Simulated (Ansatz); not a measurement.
**CH5BOSi: a ladder of functionals and wavefunction methods**

An exercise on one series of results from a longer session: the logs are not shown, and one member is left open.

Program: Ansatz 0.2.0, Gaussian basis. Level of theory: functionals in def2-TZVPP, the program's frozen cores in correlated methods. These are calculated values, not measurements.

The runs, in order: LDA (SPW92), PBE-D4, revPBE-D4, BLYP-D4, r2SCAN-D4, B97M-V, PBE0-D4, B3LYP-D4, r2SCANh-D4, r2SCAN0-D4, HSE06-D4, BHLYP-D4, CAM-B3LYP-D4, LC-ωPBE, ωB97X-V, ωB97M-V, B2PLYP, PBE-QIDH; CCSD(T)/def2-SVP; CCSD(T)/def2-TZVPP; MP2/def2-QZVPP; extrapolation to the limit; RPA on PBE.

**Structure used throughout**

The geometry comes from an earlier relaxation with PBE0-D4 in a triple-zeta def2 set; it is a stationary point, not always the lowest conformer.

9 atoms, charge 0, spin multiplicity 1.

Atoms are counted from 1 here; the program's logs count them from 0.

Bond lengths: O1–C2 1.335 Å, O1–H5 0.963 Å, C2–B3 1.482 Å, C2–H6 1.093 Å, B3–Si4 1.871 Å, B3–H7 1.191 Å, Si4–H8 1.489 Å, Si4–H9 1.489 Å. Angles: C2–O1–H5 111.1°, O1–C2–B3 123.7°, O1–C2–H6 113.6°, B3–C2–H6 122.8°, C2–B3–Si4 104.9°, C2–B3–H7 125.7°, Si4–B3–H7 129.4°, B3–Si4–H8 130.9°, B3–Si4–H9 120.7°, H8–Si4–H9 108.3°.

Set-up of the first run:

The input, in.yaml:

```yaml
crystal:
  periodic: [false, false, false]
  atoms:
    - {symbol: O, position_ang: [0.091994, 1.563061, -1.610778]}
    - {symbol: C, position_ang: [-0.108514, 0.726138, -0.590537]}
    - {symbol: B, position_ang: [0.751232, -0.447361, -0.310052]}
    - {symbol: Si, position_ang: [0.001104, -1.242141, 1.208284]}
    - {symbol: H, position_ang: [-0.573027, 2.259205, -1.622849]}
    - {symbol: H, position_ang: [-0.972953, 0.986518, 0.025290]}
    - {symbol: H, position_ang: [1.703569, -0.778113, -0.944680]}
    - {symbol: H, position_ang: [0.402520, -2.454431, 1.973480]}
    - {symbol: H, position_ang: [-1.207324, -0.659075, 1.854542]}
basis:
  gaussian: {orbitals: def2-TZVPP}
hamiltonian: {xc: lda}
output: {orbitals: {seedname: orbitals}}
```

The run is started by

```bash
$ ansatz run in.yaml --threads 2 --pin off --events-out ev --progress --plain --max-ram 4352MiB
```

Among the steps run: LDA; PBE-D4 (GGA); revPBE-D4 (GGA); BLYP-D4 (GGA); r2SCAN-D4 (meta-GGA); B97M-V (meta-GGA); B3LYP-D4 (hybrid); r2SCANh-D4 (hybrid); r2SCAN0-D4 (hybrid); HSE06-D4 (hybrid); BHLYP-D4 (hybrid); CAM-B3LYP-D4 (range-separated); LC-ωPBE (range-separated); ωB97X-V (range-separated); ωB97M-V (range-separated); B2PLYP (double hybrid); PBE-QIDH (double hybrid).

One table of the session follows, with a row left open; its other results are not shown here.

It belongs to the step «Orbital energies across the functionals». 

```
  functional  HOMO (eV)  LUMO (eV)  gap (eV)
 LDA (SPW92)      -5.51      -3.31      2.20
      PBE-D4      -5.33      -3.11      2.22
   revPBE-D4          ?          ?         ?
     BLYP-D4      -5.14      -2.95      2.20
   r2SCAN-D4      -5.47      -3.02      2.45
      B97M-V      -5.44      -3.00      2.44
     PBE0-D4      -6.13      -2.38      3.74
    B3LYP-D4      -5.94      -2.54      3.40
  r2SCANh-D4      -5.77      -2.75      3.03
  r2SCAN0-D4      -6.23      -2.34      3.89
    HSE06-D4      -5.74      -2.75      3.00
    BHLYP-D4      -6.74      -1.50      5.24
CAM-B3LYP-D4      -7.18      -1.39      5.78
     LC-ωPBE      -8.31      -0.46      7.85
     ωB97X-V      -8.04      -0.45      7.59
     ωB97M-V      -7.99      -0.56      7.44
```

**Question.** Estimate the row for revPBE-D4.

**Answer.** HOMO (eV): -5.26; LUMO (eV): -3.03; gap (eV): 2.23. In the column «HOMO (eV)» it lies between PBE-D4 (-5.33) and BLYP-D4 (-5.14).
